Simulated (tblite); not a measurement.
# C5H8BF3O: the cost of one run

Programs: tblite 0.8.0 and PySCF 2.14.0, with density-fitted response routines of our own. Each step states its level of theory. These are calculated values for one molecule in the gas phase, unless marked as measured. Atoms are numbered from 0 throughout.

## Step 1: The starting structure

18 atoms, charge 0, multiplicity 1; geometry from: force field or distance geometry start.

Bonds of the start (Å): B0–C1 1.58, C1–C2 1.33, C2–C3 1.53, C3–C4 1.51, C3–O5 1.43, O5–C6 1.41, C6–F7 1.38, C6–F8 1.40, C6–F9 1.39, B0–H10 1.19, B0–H11 1.17, C1–H12 1.08, C2–H13 1.09, C3–H14 1.12, C4–H15 1.12, C4–H16 1.11, C4–H17 1.12.

## Step 2: Geometry optimisation with GFN2-xTB

Job settings and geometry (Å):

```
{"job": {"kind": "relax", "xc": "GFN2-xTB", "basis": "xTB"}, "charge": 0, "multiplicity": 1}
B      2.647000    -0.000200     0.369600
C      1.709700    -1.039700    -0.365600
C      0.395400    -0.923700    -0.531000
C     -0.447700     0.265900    -0.081500
C     -0.283300     1.422300    -1.041300
O     -1.821200    -0.114800    -0.066600
C     -2.239500    -0.516600     1.219900
F     -3.523900    -1.000200     1.132800
F     -1.427200    -1.531300     1.727800
F     -2.248400     0.556900     2.098500
H      2.210700     1.007400     0.816000
H      3.790400    -0.221500     0.474200
H      2.195800    -1.939100    -0.717900
H     -0.126500    -1.737100    -1.034500
H     -0.098900     0.613800     0.929400
H     -0.905600     2.282800    -0.700900
H      0.776300     1.761300    -1.092800
H     -0.611900     1.120100    -2.067700
```

The run is started by

```
OMP_NUM_THREADS=1 python probes_run.py task.json out
```

One launch serves the whole session: the jobs run in the order shown.

**Question.** How long does this first job take on 1 thread of Arm Neoverse N1, shared host, and how much memory does it need?

About 1.6 s, with a peak of 0.18 GiB.
